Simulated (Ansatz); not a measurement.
# Sn3C: the cost of one run

Method: DFT PBE, scalar-relativistic, plane waves, PAW, in Ansatz 0.2.0.

2 further runs of the same task are left out: 1 that didn't finish, 1 set aside as unsound or not needed.

### Step 1. The starting structure

Symmetry: Pm-3m, No. 221, cubic system. The conventional cell has a = 4.931 Å, b = 4.931 Å, c = 4.931 Å, α = 90.00°, β = 90.00°, γ = 90.00°. Sn (site symmetry 4/mmm) has 8 Sn at 3.49 Å and 4 C at 3.49 Å as nearest neighbours. C (site symmetry m-3m) has 12 Sn at 3.49 Å as nearest neighbours.

Structure file:

```cif
data_structure
_symmetry_space_group_name_H-M 'Pm-3m'
_symmetry_Int_Tables_number 221
_cell_length_a 4.9312
_cell_length_b 4.9312
_cell_length_c 4.9312
_cell_angle_alpha 90.000
_cell_angle_beta 90.000
_cell_angle_gamma 90.000
_cell_volume 119.91
loop_
_atom_site_label
_atom_site_type_symbol
_atom_site_symmetry_multiplicity
_atom_site_Wyckoff_symbol
_atom_site_fract_x
_atom_site_fract_y
_atom_site_fract_z
_atom_site_occupancy
Sn1 Sn 3 c 0.00000 0.50000 0.50000 1
C1 C 1 a 0.00000 0.00000 0.00000 1
```

Recipe of the guess: species swapped into a database cell of LaNd3 (Pm-3m, No. 221), with C on the La sites and Sn on the Nd sites. Its size is a rough estimate.

### Step 2. Probe: one point on a coarse mesh

File input.yaml:

```yaml
crystal:
  lattice:
    - [4.93116233, 0.0, 0.0]
    - [0.0, 4.93116233, 0.0]
    - [0.0, 0.0, 4.93116233]
  atoms:
    - { symbol: Sn, position: [0.0, 0.5, 0.5] }
    - { symbol: Sn, position: [0.5, 0.0, 0.5] }
    - { symbol: Sn, position: [0.5, 0.5, 0.0] }
    - { symbol: C, position: [0.0, 0.0, 0.0] }
basis:
  ecutwfc: 420
kpoints:
  mp_grid: { grid: [4, 4, 4] }
hamiltonian:
  xc: pbe
scf:
  occupations: { method: gaussian, width: 0.1 }
  lower_state_search: "off"
output:
  forces: true
  stress: true
  eigenvalues: true
```

Command:

```console
$ ansatz run input.yaml --threads 1 --pin off --max-ram 2560MiB --backend cpu --events-out ev --progress --plain --runs-dir out
```

**Question.** How long does this run take on 1 thread of AMD EPYC 7R43 (Zen 3), shared host, and how much memory does it need?

About 2.9 s, with a peak of 0.41 GiB.
